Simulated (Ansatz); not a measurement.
**TaSi+ (triplet): the correlation ladder, def2-TZVPP**

The task here is to estimate one member of a computed series from the others.

Program: Ansatz 0.2.0, Gaussian basis. Level of theory: def2-TZVPP, core rule «outside noble gas», up to 9 orbitals frozen. These are calculated values, not measurements.

Plan: UHF; ROHF; CCSD(T) on UHF.

## The system

The geometry is a PBE0/def2-TZVP stationary point (not a proven minimum) of the parent state, kept for this charge and spin. No spin-orbit coupling is included. Elements past krypton take def2 core potentials.

2 atoms, charge 1, spin multiplicity 3.

Atoms are counted from 1 here; the program's logs count them from 0.

Bond lengths: Ta1–Si2 2.341 Å.

As a file:

```xyz
2
SiTa
Ta    0.00000    0.00000    0.00000
Si    0.00000    0.00000    2.34120
```

Set-up of the first run:

The input, in.yaml:

```yaml
crystal:
  periodic: [false, false, false]
  atoms:
    - {symbol: Ta, position_ang: [0.000000, 0.000000, 0.000000]}
    - {symbol: Si, position_ang: [0.000000, 0.000000, 2.341200]}
basis:
  gaussian: {orbitals: def2-TZVPP}
total_charge: 1
magnetization: {spin_polarized: true, initial_magnetization: 2}
hamiltonian: {xc: hf}
output: {orbitals: {seedname: orbitals}}
```

Launch:

```bash
> ansatz run in.yaml --threads 1 --pin off --events-out ev --progress --plain --max-ram 4096MiB --backend cpu
```

Among the steps run: UHF; ROHF; CCSD(T) on UHF.

One of the session's tables, all rows but one given; the rest of the session is left out.

It belongs to the step «Misses and costs». 

| method | from UCCSD(T) (meV) |
| --- | --- |
| ROHF | +6199.3 |
| UMP2 | ? |
| UCCSD | +427.0 |
| UCCSD(T) | 0 |

Estimate the missing values for UMP2.

As computed: from UCCSD(T) (meV): +1425.4. In the column «from UCCSD(T) (meV)» it lies between UCCSD (+427.0) and ROHF (+6199.3).

Left out of the table: UHF (another determinant or state than the rows shown).

The program flags UCCSD(T) as in doubt (see the logs), so the zero of the table is itself unsure.

To keep in mind: The determinant is far from a pure spin state, so its energy mixes those of several spin states (harmless only where they are near-degenerate, as at dissociation). The program flags UCCSD(T) as in doubt, so the zero of the table is itself unsure. Warnings: spin contamination; coupled cluster took another determinant than the lowest.
